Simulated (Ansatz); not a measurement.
**KLiF2 (ordered alloy on rocksalt lattice): maximally localised Wannier functions**

Where do the localised orbitals of KLiF2 (ordered alloy on rocksalt lattice) sit, how far are they spread, and how do the settings change that? Plan: PBE, anion s p, 6×6×6; PBE, anion s p, 4×4×4; PBE, anion s p, 8×8×8; PBE, anion p, 6×6×6; PBE, cation s and anion p, disentangled, 6×6×6; r2SCAN, anion s p, 6×6×6; r2SCAN, cation s and anion p, disentangled, 6×6×6; r2SCAN, anion p, 6×6×6; HSE06, anion s p, 6×6×6; HSE06, cation s and anion p, disentangled, 6×6×6 (level, trial orbitals, Wannier mesh).

Program: Ansatz 0.2.0. Level of theory: plane waves, PAW. These are calculated values, not measurements.

2 further runs of the same task are left out: 2 that didn't finish. Runs told in other sessions of the task aren't counted.

## (1) Starting point

Symmetry: R-3m, No. 166, trigonal system. Conventional cell: a = 3.245 Å, b = 3.245 Å, c = 16.947 Å, α = 90.00°, β = 90.00°, γ = 120.00°. Li (site symmetry -3m) is surrounded by 6 F at 2.17 Å. K (site symmetry -3m) has 6 F at 2.55 Å in its first shell of neighbours. F (site symmetry 3m) is surrounded by 3 Li at 2.17 Å and 3 K at 2.55 Å.

As a file:

```cif
data_structure
_symmetry_space_group_name_H-M 'R-3m:H'
_symmetry_Int_Tables_number 166
_cell_length_a 3.2446
_cell_length_b 3.2446
_cell_length_c 16.9467
_cell_angle_alpha 90.000
_cell_angle_beta 90.000
_cell_angle_gamma 120.000
_cell_volume 154.50
loop_
_atom_site_label
_atom_site_type_symbol
_atom_site_symmetry_multiplicity
_atom_site_Wyckoff_symbol
_atom_site_fract_x
_atom_site_fract_y
_atom_site_fract_z
_atom_site_occupancy
Li1 Li 3 a 0.00000 0.00000 0.00000 1
K1 K 3 b 0.66667 0.33333 0.83333 1
F1 F 6 c 0.33333 0.66667 0.93561 1
```

The cell was relaxed beforehand with r2SCAN; those runs aren't shown.

## (2) PBE, anion s p, 6×6×6

Input file input.yaml:

```yaml
crystal:
  lattice:
    - [1.6223039207, 0.9366376053, 5.6488965173]
    - [-1.6223039207, 0.9366376053, 5.6488965173]
    - [0.0, -1.8732752107, 5.6488965173]
  atoms:
    - { symbol: Li, position: [1.0, 0.0, 0.0] }
    - { symbol: K, position: [0.5, 0.5, 0.5] }
    - { symbol: F, position: [0.2689466833, 0.2689466833, 0.2689466833] }
    - { symbol: F, position: [0.7310533167, 0.7310533167, 0.7310533167] }
kpoints:
  mp_grid: { grid: [8, 8, 8] }
  band_path:
    path:
      - [[0.0, 0.0, 0.0], [0.5, 0.5, 0.5], [0.815004927866, 0.184995072134, 0.5]]
      - [[0.5, -0.184995072134, 0.184995072134], [0.5, 6.441461828284e-17, 6.441461828284e-17], [0.0, 0.0, 0.0], [0.342497536067, -0.342497536067, 1.402021418434e-34]]
      - [[0.657502463933, 1.288292365657e-16, 0.342497536067], [0.5, 5.815024364427e-17, 0.5], [0.0, 0.0, 0.0]]
    npoints: 10
hamiltonian:
  xc: pbe
scf:
  occupations: { method: fixed }
  n_extra_bands: 6
output:
  forces: false
  stress: false
  eigenvalues: true
  wannier:
    kmesh: [6, 6, 6]
    projections: [{ species: F, l: s, shell: 2 }, { species: F, l: p, shell: 2 }]
    minimise: true
    write_hr: true
    conv_tol: 1.0e-08
    max_iter: 3000
```

Launch:

```
> ansatz run input.yaml --threads 4 --pin off --max-ram 3686MiB --backend cpu --events-out ev --progress --plain --runs-dir out
```

After this run come: PBE, anion s p, 4×4×4; PBE, anion s p, 8×8×8; PBE, anion p, 6×6×6; PBE, cation s and anion p, disentangled, 6×6×6; r2SCAN, anion s p, 6×6×6; r2SCAN, cation s and anion p, disentangled, 6×6×6; r2SCAN, anion p, 6×6×6; HSE06, anion s p, 6×6×6; HSE06, cation s and anion p, disentangled, 6×6×6.

Before running them: what should the planned runs give, taken together? Wanted: total spread, PBE, anion s p, 6×6×6; total spread, PBE, anion s p, 4×4×4; total spread, PBE, anion s p, 8×8×8; total spread, PBE, anion p, 6×6×6; total spread, PBE, cation s and anion p, disentangled, 6×6×6; total spread, r2SCAN, anion s p, 6×6×6; total spread, r2SCAN, cation s and anion p, disentangled, 6×6×6; total spread, r2SCAN, anion p, 6×6×6; total spread, HSE06, anion s p, 6×6×6.

**Answer**, as computed:

```
                                                       quantity                                 value
                            total spread, PBE, anion s p, 6×6×6              4.37 Å² over 8 functions
                            total spread, PBE, anion s p, 4×4×4              4.25 Å² over 8 functions
                            total spread, PBE, anion s p, 8×8×8              4.42 Å² over 8 functions
                              total spread, PBE, anion p, 6×6×6              4.15 Å² over 6 functions
   total spread, PBE, cation s and anion p, disentangled, 6×6×6              7.50 Å² over 8 functions
                         total spread, r2SCAN, anion s p, 6×6×6              4.26 Å² over 8 functions
total spread, r2SCAN, cation s and anion p, disentangled, 6×6×6              8.60 Å² over 8 functions
                           total spread, r2SCAN, anion p, 6×6×6              4.05 Å² over 6 functions
                          total spread, HSE06, anion s p, 6×6×6              4.24 Å² over 8 functions
 total spread, HSE06, cation s and anion p, disentangled, 6×6×6              8.64 Å² over 8 functions
                                       centres of the first set  0.25 to 0.29 Å from the nearest atom
```

**Reading.** With PBE, anion s p, 6×6×6 the 8 functions move off the atoms, with a mean spread of 0.55 Å²; 86 % of the total is gauge invariant. The total spread goes from 4.25 Å² on 4×4×4 to 4.42 Å² on 8×8×8: finite differences in k understate it on coarse meshes, while the largest miss of a band goes from 0.02 to 0.00 eV. On one set and mesh the functional gives 4.37 (PBE), 4.26 (r2SCAN), 4.24 (HSE06) Å². The disentangled models miss some band by up to 1.6 eV, which may lie outside their frozen windows.
